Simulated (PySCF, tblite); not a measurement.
# C₅H₂BrFO₂− (doublet): geometry, infrared bands and EPR parameters

Aim: predict the infrared bands and EPR parameters of C₅H₂BrFO₂− (doublet) (`O=C1C[C]([O-])C(F)=C1Br`).

Computed with tblite 0.8.0 and PySCF 2.14.0, with density-fitted response routines of our own, on a single molecule in the gas phase. Atoms are numbered from 0 throughout.

## Step 1: Starting geometry

11 atoms, charge -1, multiplicity 2; geometry from: force field or distance geometry start.

Bonds of the start (Å): O0–C1 1.27, C1–C2 1.48, C2–C3 1.53, C3–O4 1.42, C3–C5 1.48, C5–F6 1.36, C5–C7 1.32, C7–Br8 1.93, C7–C1 1.48, C2–H9 1.10, C2–H10 1.11.

## Step 2: Optimising the geometry with GFN2-xTB

What the job is given:

```
{"job": {"kind": "relax", "xc": "GFN2-xTB", "basis": "xTB"}, "charge": -1, "multiplicity": 2}
O     -0.523500    -2.014700     1.048600
C     -0.245300    -0.997800     0.337300
C     -1.146400    -0.168200    -0.489800
C     -0.567500     1.217500    -0.220100
O     -1.024500     1.629500     1.063100
C      0.872900     0.884500    -0.154600
F      1.890800     1.753500    -0.392600
C      1.084000    -0.375600     0.171500
Br     2.786700    -1.264300     0.365400
H     -2.203000    -0.249000    -0.207000
H     -0.918700    -0.412600    -1.547800
```

The run is started by

```sh
$ OMP_NUM_THREADS=1 python probes_run.py task.json out
```

One launch serves the whole session: the jobs run in the order shown.

**Question.** This job is followed by: GFN2-xTB harmonic vibrations, gas phase; UKS B3LYP, def2-TZVP-core on Br, pcH-1 on C F H O, non-relativistic, mean-field spin-orbit, GIAO. Predict these results of the whole session: strongest single infrared mode (GFN2-xTB); zero-point energy (GFN2-xTB); g(iso) (B3LYP); ⟨S²⟩; largest a(iso) (averaged by class).

As calculated:

| quantity | value |
| --- | --- |
| strongest single infrared mode (GFN2-xTB) | 1630 cm⁻¹, 1095 km/mol |
| zero-point energy (GFN2-xTB) | 36.1 kcal/mol |
| g(iso) (B3LYP) | 2.00555 |
| ⟨S²⟩ | 0.756 (exact 0.75) |
| largest a(iso) (averaged by class) | 19F on F6, 40.4 MHz |

In words: The optimisation took 55 steps and gained 2.992 eV; among the close pairs (by a distance rule), C3–O4 changed most, from 1.423 to 1.240 Å. All 27 modes are real, so the xTB geometry is a minimum. The strongest single mode, at 1630 cm⁻¹, is carried by C3, C1, O4, O0. Unscaled tight-binding wavenumbers are off by several per cent, some by more. Its intensities can rank the bands wrongly. The largest spin populations lie on C5 (0.25 e), O4 (0.23 e), C7 (0.20 e). The isotropic g lies 3.2 ppt above the free-electron value. The hyperfine terms hold no scalar relativity, which the heavier nuclei need. The conformer search found further structures of the same energy, which may be mirror or relabelled copies of this one.
